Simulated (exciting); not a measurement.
Wanted: an ASE script for an exciting (release sodium) run.

| Quantity | Value |
| --- | --- |
| Task | real-space fields |
| Functional | PW91 |
| Potentials or basis | all-electron LAPW+lo, shipped species files, valence relativity iora* |
| rgkmax | 8 |
| k mesh | 9 × 9 × 5 |
| Occupations | methfessel-paxton, width 0.0272 eV |
| Spin | spin-orbit coupling, no magnetisation |
| outputlevel | high |
| gmaxvr (cutoff of density and potential) | 14 1/bohr |
| lmaxapw (and lmaxmat) | 10 |
| lmaxvr | 8 |
| nempty | 54 |
| Valence relativity | iora* |
| epsengy | 1e-05 Ha |
| epspot | 1e-05 Ha |
| maxscl | 60 |
| Muffin-tin radii | Ag 2.3, Rh 2.3 bohr |

The structure of AgRh lies in AgRh.cif:

```cif
data_AgRh
_cell_length_a 2.70145125
_cell_length_b 2.70145125
_cell_length_c 4.67679257
_cell_angle_alpha 90.00000000
_cell_angle_beta 90.00000000
_cell_angle_gamma 120.00000000
_space_group_name_H-M_alt 'P1'
_space_group_name_Hall 'P 1'
_space_group_IT_number 1
loop_
_space_group_symop_operation_xyz
'x,y,z'
loop_
_atom_site_label
_atom_site_type_symbol
_atom_site_symmetry_multiplicity
_atom_site_Wyckoff_symbol
_atom_site_fract_x
_atom_site_fract_y
_atom_site_fract_z
_atom_site_occupancy
Ag1 Ag 1 a 0.0000000000 0.0000000000 0.5000000000 1
Rh1 Rh 1 a 0.6666666667 0.3333333333 0.0000000000 1
```

The cell comes from a database or a generator and needn't be the stable form of this composition.

The cell isn't the ideal one: volume scaled by 0.92.

The input as run:

run_exciting.py

```python
import subprocess
import xml.etree.ElementTree as ET
from ase.io import read
from ase.units import Bohr

atoms = read("AgRh.cif")
rmt = {'Ag': 2.3, 'Rh': 2.3}  # bohr
tasks = """
<groundstate do="fromscratch" ngridk="9 9 5" rgkmax="8" gmaxvr="14" lmaxapw="10" lmaxmat="10" lmaxvr="8" stype="Methfessel-Paxton 1" swidth="0.00099958" nempty="54" ValenceRelativity="iora*" epsengy="1e-05" epspot="1e-05" maxscl="60" outputlevel="high" beta0="0.1">
  <libxc exchange="XC_GGA_X_PW91" correlation="XC_GGA_C_PW91"/>
  <spin spinorb="true"/>
</groundstate>
<properties>
  <chargedensityplot>
    <plot3d>
      <box grid="14 14 24">
        <origin coord="0 0 0"/>
        <point coord="1 0 0"/>
        <point coord="0 1 0"/>
        <point coord="0 0 1"/>
      </box>
    </plot3d>
  </chargedensityplot>
  <elfplot>
    <plot3d>
      <box grid="14 14 24">
        <origin coord="0 0 0"/>
        <point coord="1 0 0"/>
        <point coord="0 1 0"/>
        <point coord="0 0 1"/>
      </box>
    </plot3d>
  </elfplot>
  <exccplot>
    <plot3d>
      <box grid="14 14 24">
        <origin coord="0 0 0"/>
        <point coord="1 0 0"/>
        <point coord="0 1 0"/>
        <point coord="0 0 1"/>
      </box>
    </plot3d>
  </exccplot>
</properties>
"""

root = ET.Element("input")
ET.SubElement(root, "title").text = "AgRh"
structure = ET.SubElement(root, "structure", speciespath="./", tshift="false")
crystal = ET.SubElement(structure, "crystal", scale="1.0")
for vector in atoms.cell / Bohr:
    ET.SubElement(crystal, "basevect").text = " ".join(f"{x:.12f}" for x in vector)
symbols = atoms.get_chemical_symbols()
for element in dict.fromkeys(symbols):
    species = ET.SubElement(structure, "species", speciesfile=element + ".xml", rmt=str(rmt[element]))
    for symbol, position in zip(symbols, atoms.get_scaled_positions(wrap=False)):
        if symbol == element:
            ET.SubElement(species, "atom", coord=" ".join(f"{x:.12f}" for x in position))
root.extend(ET.fromstring("<tasks>" + tasks + "</tasks>"))
ET.indent(root)
ET.ElementTree(root).write("input.xml")
subprocess.run(["exciting_smp"], check=True)
```

Potentials or basis: all-electron LAPW+lo, shipped species files, valence relativity iora*.

The run is started by

```sh
$ OMP_NUM_THREADS=1 python run_exciting.py
```

Results of the run:

```json
{"Band gap on the k mesh": "none (metal or under the smearing width)", "All electrons inside the program's atomic spheres": "Ag 45.35; Rh 43.16 (radii Ag 2.3, Rh 2.3 bohr)"}
```

Caveat: total energies with spin-orbit coupling aren't reliable in this program, so none is listed and the log's shouldn't be used.

Wall time 6.7 min on 1 thread of Arm Neoverse V1, with other jobs on the host, peak memory 0.15 GiB.
